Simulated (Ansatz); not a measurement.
**CO2: further runs on the relaxed cell**

Aim: for CO2, fit an equation of state.

Method: DFT r2SCAN, scalar-relativistic, plane waves, PAW, in Ansatz 0.2.0.

1 further run of the same task is left out (set aside as unsound or not needed).

## (1) The starting structure

Symmetry: I-42d, No. 122, tetragonal system. Conventional cell: a = 3.909 Å, b = 3.909 Å, c = 5.935 Å, α = 90.00°, β = 90.00°, γ = 90.00°. C (site symmetry -4) is surrounded by 4 O at 1.39 Å. Around O (site symmetry 2) lie 2 C at 1.39 Å.

As a file:

```
CELL_PARAMETERS angstrom
-1.95459 1.95459 2.96725
1.95459 -1.95459 2.96725
1.95459 1.95459 -2.96725
ATOMIC_POSITIONS crystal
C 0.75000 0.25000 0.50000
C 0.00000 0.00000 0.00000
O 0.70761 0.12500 0.08261
O 0.04239 0.62500 0.91739
O 0.37500 0.29239 0.41739
O 0.87500 0.95761 0.58261
```

It goes back to an entry of the Materials Project, which need not be the stable form.

This cell was relaxed beforehand with the same method: volume 7.56 Å³/atom, gap on the mesh 8.60 eV.

## (2) Volume × 0.97

File input.yaml:

```yaml
crystal:
  lattice:
    - [-1.9348487727, 1.9348487727, 2.9372800193]
    - [1.9348487727, -1.9348487727, 2.9372800193]
    - [1.9348487727, 1.9348487727, -2.9372800193]
  atoms:
    - { symbol: C, position: [0.75, 0.25, 0.5] }
    - { symbol: C, position: [0.0, 0.0, 0.0] }
    - { symbol: O, position: [0.7076107859, 0.125, 0.0826107859] }
    - { symbol: O, position: [0.0423892141, 0.625, 0.9173892141] }
    - { symbol: O, position: [0.375, 0.2923892141, 0.4173892141] }
    - { symbol: O, position: [0.875, 0.9576107859, 0.5826107859] }
basis:
  ecutwfc: 500
kpoints:
  mp_grid: { grid: [8, 8, 8] }
hamiltonian:
  xc: r2scan
scf:
  occupations: { method: gaussian, width: 0.02 }
output:
  forces: true
  stress: true
  eigenvalues: true
relax:
  adjacent_minimum: "off"
  f_tol: 0.01
  max_steps: 30
  cell: { stress_tol: 0.1, fix: [volume] }
```

Command:

```
$ ansatz run input.yaml --threads 2 --pin off --max-ram 5120MiB --backend cpu --events-out ev --progress --plain --runs-dir out
```

## (3) Volume × 1.03

Changes to input.yaml since step 2:

```diff
@@ -2,5 +2,5 @@
   lattice:
-    - [-1.9348487727, 1.9348487727, 2.9372800193]
-    - [1.9348487727, -1.9348487727, 2.9372800193]
-    - [1.9348487727, 1.9348487727, -2.9372800193]
+    - [-1.9739471607, 1.9739471607, 2.9966350012]
+    - [1.9739471607, -1.9739471607, 2.9966350012]
+    - [1.9739471607, 1.9739471607, -2.9966350012]
   atoms:
```

## (4) The cell scaled to 0.94 of its volume

File input.yaml:

```yaml
crystal:
  lattice:
    - [-1.9076453417, 1.9076453417, 2.928196723]
    - [1.9076453417, -1.9076453417, 2.928196723]
    - [1.9076453417, 1.9076453417, -2.928196723]
  atoms:
    - { symbol: C, position: [0.75, 0.25, 0.5] }
    - { symbol: C, position: [0.0, 0.0, 0.0] }
    - { symbol: O, position: [0.7024770868, 0.125, 0.0774770868] }
    - { symbol: O, position: [0.0475229132, 0.625, 0.9225229132] }
    - { symbol: O, position: [0.375, 0.2975229132, 0.4225229132] }
    - { symbol: O, position: [0.875, 0.9524770868, 0.5774770868] }
basis:
  ecutwfc: 500
kpoints:
  mp_grid: { grid: [8, 8, 8] }
hamiltonian:
  xc: r2scan
scf:
  occupations: { method: gaussian, width: 0.02 }
output:
  forces: true
  stress: true
  eigenvalues: true
relax:
  adjacent_minimum: "off"
  f_tol: 0.01
  max_steps: 30
  cell: { stress_tol: 0.1, fix: [volume] }
```

## (5) Volume × 1.06

File input.yaml:

```yaml
crystal:
  lattice:
    - [-1.9998446055, 1.9998446055, 3.0045610502]
    - [1.9998446055, -1.9998446055, 3.0045610502]
    - [1.9998446055, 1.9998446055, -3.0045610502]
  atoms:
    - { symbol: C, position: [0.75, 0.25, 0.5] }
    - { symbol: C, position: [0.0, 0.0, 0.0] }
    - { symbol: O, position: [0.7126238365, 0.125, 0.0876238365] }
    - { symbol: O, position: [0.0373761635, 0.625, 0.9123761635] }
    - { symbol: O, position: [0.375, 0.2873761635, 0.4123761635] }
    - { symbol: O, position: [0.875, 0.9626238365, 0.5876238365] }
basis:
  ecutwfc: 500
kpoints:
  mp_grid: { grid: [8, 8, 8] }
hamiltonian:
  xc: r2scan
scf:
  occupations: { method: gaussian, width: 0.02 }
output:
  forces: true
  stress: true
  eigenvalues: true
relax:
  adjacent_minimum: "off"
  f_tol: 0.01
  max_steps: 30
  cell: { stress_tol: 0.1, fix: [volume] }
```

## (6) Point at V/V0 = 0.91

File input.yaml:

```yaml
crystal:
  lattice:
    - [-1.8798000573, 1.8798000573, 2.9193471711]
    - [1.8798000573, -1.8798000573, 2.9193471711]
    - [1.8798000573, 1.8798000573, -2.9193471711]
  atoms:
    - { symbol: C, position: [0.75, 0.25, 0.5] }
    - { symbol: C, position: [0.0, 0.0, 0.0] }
    - { symbol: O, position: [0.6971816491, 0.125, 0.0721816491] }
    - { symbol: O, position: [0.0528183509, 0.625, 0.9278183509] }
    - { symbol: O, position: [0.375, 0.3028183509, 0.4278183509] }
    - { symbol: O, position: [0.875, 0.9471816491, 0.5721816491] }
basis:
  ecutwfc: 500
kpoints:
  mp_grid: { grid: [8, 8, 8] }
hamiltonian:
  xc: r2scan
scf:
  occupations: { method: gaussian, width: 0.02 }
output:
  forces: true
  stress: true
  eigenvalues: true
relax:
  adjacent_minimum: "off"
  f_tol: 0.01
  max_steps: 30
  cell: { stress_tol: 0.1, fix: [volume] }
```

## (7) Volume × 1.10

File input.yaml:

```yaml
crystal:
  lattice:
    - [-2.0300607175, 2.0300607175, 3.0258144987]
    - [2.0300607175, -2.0300607175, 3.0258144987]
    - [2.0300607175, 2.0300607175, -3.0258144987]
  atoms:
    - { symbol: C, position: [0.75, 0.25, 0.5] }
    - { symbol: C, position: [0.0, 0.0, 0.0] }
    - { symbol: O, position: [0.7174567009, 0.125, 0.0924567009] }
    - { symbol: O, position: [0.0325432991, 0.625, 0.9075432991] }
    - { symbol: O, position: [0.375, 0.2825432991, 0.4075432991] }
    - { symbol: O, position: [0.875, 0.9674567009, 0.5924567009] }
basis:
  ecutwfc: 500
kpoints:
  mp_grid: { grid: [8, 8, 8] }
hamiltonian:
  xc: r2scan
scf:
  occupations: { method: gaussian, width: 0.02 }
output:
  forces: true
  stress: true
  eigenvalues: true
relax:
  adjacent_minimum: "off"
  f_tol: 0.01
  max_steps: 30
  cell: { stress_tol: 0.1, fix: [volume] }
```

## (8) The cell scaled to 0.88 of its volume

File input.yaml:

```yaml
crystal:
  lattice:
    - [-1.8508210317, 1.8508210317, 2.912201959]
    - [1.8508210317, -1.8508210317, 2.912201959]
    - [1.8508210317, 1.8508210317, -2.912201959]
  atoms:
    - { symbol: C, position: [0.75, 0.25, 0.5] }
    - { symbol: C, position: [0.0, 0.0, 0.0] }
    - { symbol: O, position: [0.6917232358, 0.125, 0.0667232358] }
    - { symbol: O, position: [0.0582767642, 0.625, 0.9332767642] }
    - { symbol: O, position: [0.375, 0.3082767642, 0.4332767642] }
    - { symbol: O, position: [0.875, 0.9417232358, 0.5667232358] }
basis:
  ecutwfc: 500
kpoints:
  mp_grid: { grid: [8, 8, 8] }
hamiltonian:
  xc: r2scan
scf:
  occupations: { method: gaussian, width: 0.02 }
output:
  forces: true
  stress: true
  eigenvalues: true
relax:
  adjacent_minimum: "off"
  f_tol: 0.01
  max_steps: 30
  cell: { stress_tol: 0.1, fix: [volume] }
```

(Steps that only read results are left out.)

Before running it: what results should come out? Wanted: equilibrium volume of the fit; bulk modulus.

As calculated:

| quantity | value |
| --- | --- |
| equilibrium volume of the fit | 7.56 Å³/atom |
| bulk modulus | 155 GPa |
| its pressure derivative | 3.6 |

The fit puts the minimum at 7.56 Å³/atom with B = 155 GPa and B' = 3.6. The gap on the mesh goes from 8.58 eV at the smallest volume to 8.40 eV at the largest, through a peak of 8.63 eV between.
